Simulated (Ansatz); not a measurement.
# GdP (Fm-3m): convergence test of the k-point mesh

How fine a k-point mesh does GdP (Fm-3m) need? A script is to give a convergence test of the k-point mesh; the system is GdP (Fm-3m).

Program: the Python package of Ansatz 0.2.0. Level of theory: DFT LDA, plane waves, PAW. These are calculated values, not measurements.

## 1. The structure

It takes space group Fm-3m (No. 225, cubic). Conventional cell: a = 5.740 Å, b = 5.740 Å, c = 5.740 Å, α = 90.00°, β = 90.00°, γ = 90.00°. Gd (site symmetry m-3m) is surrounded by 6 P at 2.87 Å. Around P (site symmetry m-3m) lie 6 Gd at 2.87 Å.

The script reads gdp.extxyz:

```xyz
2
Lattice="0.0 2.86993752 2.86993752 2.86993752 0.0 2.86993752 2.86993752 2.86993752 0.0" Properties=species:S:1:pos:R:3:initial_magmoms:R:1 pbc="T T T"
Gd    0.00000000    0.00000000    0.00000000  4.90
P     2.86993752    2.86993752    2.86993752  0.00
```

## 2. Script

kconv_gdp.py

```python
import csv
import warnings

import ansatz as az

config = {
    "xc": "LDA",
    "occupations": "fermi_dirac",
    "scf_tol": 1e-08,
}


def main() -> None:
    warnings.simplefilter("ignore", az.DeckWarning)

    crystal = az.Crystal.from_extxyz("gdp.extxyz")

    calc = (
        crystal.calculation()
        .spin(az.SpinTreatment.COLLINEAR)
        .functional(config["xc"])
        .occupations(config["occupations"])
        .pseudopotentials("paw")
        .scf(tolerance=config["scf_tol"])
        .forces()
        .stress()
    )

    rows = []
    for value in [(2, 2, 2), (3, 3, 3), (4, 4, 4), (5, 5, 5), (7, 7, 7), (8, 8, 8)]:
        r = calc.kpoints(*value).run(threads=1, backend="cpu").report
        rows.append((value, r["free_energy_ev"] / len(r["lattice"]["sites"]), r["n_iterations"], sum(r["stress_gpa"][i][i] for i in range(3)) / 3, max(abs(f) for row in r["forces_ev_ang"] for f in row), r["magnetization_mub"], r["n_kpoints"]))

    with open("kconv.csv", "w", newline="") as handle:
        writer = csv.writer(handle)
        writer.writerow(["mesh", "F/atom (eV)", "iterations", "P (GPa)", "max component (eV/A)", "moment (muB)", "k-points"])
        writer.writerows([round(v, 5) if isinstance(v, float) else v for v in row] for row in rows)

    for row in rows[:-1]:
        shift = 1000 * (row[1] - rows[-1][1])
        print(f"{row[0]}: {shift:+.2f} meV/atom" + ("  (within 5 meV)" if abs(shift) < 5 else ""))


if __name__ == "__main__":
    main()
```

## 3. What the engine is handed

The engine receives this input (first run):

```yaml
crystal:
  lattice:
    - [0.0, 2.86993752, 2.86993752]
    - [2.86993752, 0.0, 2.86993752]
    - [2.86993752, 2.86993752, 0.0]
  atoms:
    - { symbol: Gd, position: [0.0, 0.0, 0.0], spin: 4.9 }
    - { symbol: P, position: [0.5, 0.5, 0.5], spin: 0.0 }
kpoints:
  mp_grid:
    grid: [2, 2, 2]
hamiltonian:
  xc: lda
  pseudopotentials:
    kind: paw
magnetization:
  spin_polarized: true
scf:
  convergence:
    dr2_threshold: 1.0e-08
  occupations:
    method: fermi_dirac
output:
  forces: true
  stress: true
```

## 4. The run

Launch:

```
$ python kconv_gdp.py
```

What it wrote:

```text
(2, 2, 2): +426.84 meV/atom
(3, 3, 3): +83.93 meV/atom
(4, 4, 4): +20.30 meV/atom
(5, 5, 5): +6.43 meV/atom
(7, 7, 7): +0.72 meV/atom  (within 5 meV)
```

Run time: 13 s. Hardware: 1 thread of Arm Neoverse V2, shared host; peak memory 0.43 GiB.

File kconv.csv afterwards:

```csv
mesh,F/atom (eV),iterations,P (GPa),max component (eV/A),moment (muB),k-points
"(2, 2, 2)",-4927.60051,12,-5.85633,0.0,6.65328,3
"(3, 3, 3)",-4927.94341,12,-5.15624,0.0,7.04539,4
"(4, 4, 4)",-4928.00704,10,-5.49702,0.0,6.94655,8
"(5, 5, 5)",-4928.02092,10,-5.68403,0.0,6.97312,10
"(7, 7, 7)",-4928.02662,10,-5.74272,0.0,6.97659,20
"(8, 8, 8)",-4928.02735,10,-5.74718,0.0,6.97681,29
```

## 5. What changed from run to run

The engine's inputs for some of the other runs:

Run 2, against run 1:

```diff
@@ -11 +11 @@
-    grid: [2, 2, 2]
+    grid: [3, 3, 3]
```

Run 3, against run 1:

```diff
@@ -11 +11 @@
-    grid: [2, 2, 2]
+    grid: [4, 4, 4]
```

Run 5, against run 1:

```diff
@@ -11 +11 @@
-    grid: [2, 2, 2]
+    grid: [7, 7, 7]
```

## 6. The engine's runs

The 6 runs, in the order started:

| run | k mesh | energy from run 6 (meV/atom) | pressure (GPa) | moment (μB/cell) | SCF cycles | CPU time (s) |
| --- | --- | --- | --- | --- | --- | --- |
| 1 | [2, 2, 2] | 426.84 | -5.86 | 6.65 | 12 | 1.1 |
| 2 | [3, 3, 3] | 83.93 | -5.16 | 7.05 | 12 | 1.2 |
| 3 | [4, 4, 4] | 20.30 | -5.50 | 6.95 | 10 | 1.5 |
| 4 | [5, 5, 5] | 6.43 | -5.68 | 6.97 | 10 | 1.7 |
| 5 | [7, 7, 7] | 0.72 | -5.74 | 6.98 | 10 | 2.9 |
| 6 | [8, 8, 8] | 0.00 | -5.75 | 6.98 | 10 | 3.7 |

Energies are free energies F = E - TS of the smeared occupations. 

## 7. Summary of results

| quantity | value |
| --- | --- |
| runs compared | 6 |
| last run but one, from the last | +0.72 meV/atom |
| within 5 meV/atom of the last run from | [7, 7, 7] |

From 7×7×7 on it stays within 5 meV an atom of the value at 8×8×8; the first row (2×2×2) is off by 426.8 meV and the last but one by 0.72 meV. This holds for F at a smearing of 0.1 eV; a narrower one needs a denser mesh. The pressure moves from -5.86 to -5.75 GPa. Notes:
- Open f shells: without a Hubbard U, without spin-orbit coupling; the state reached hangs on the start and needn't be the lowest.
- The overall sign of a collinear moment is arbitrary, and semilocal functionals can give small moments to compounds that are paramagnetic.
- The program warned that this SCF threshold is loose for forces or stresses.
- Forces vanish by symmetry here and test nothing.
- Pressure is positive in compression.
- At these settings the cell as given stands under about -6 GPa, so it isn't at this functional's equilibrium volume.
- The structure comes from a database of computed cells and needn't be a stable or known phase.
- Shifts are counted from the finest mesh, which is itself no proven limit.
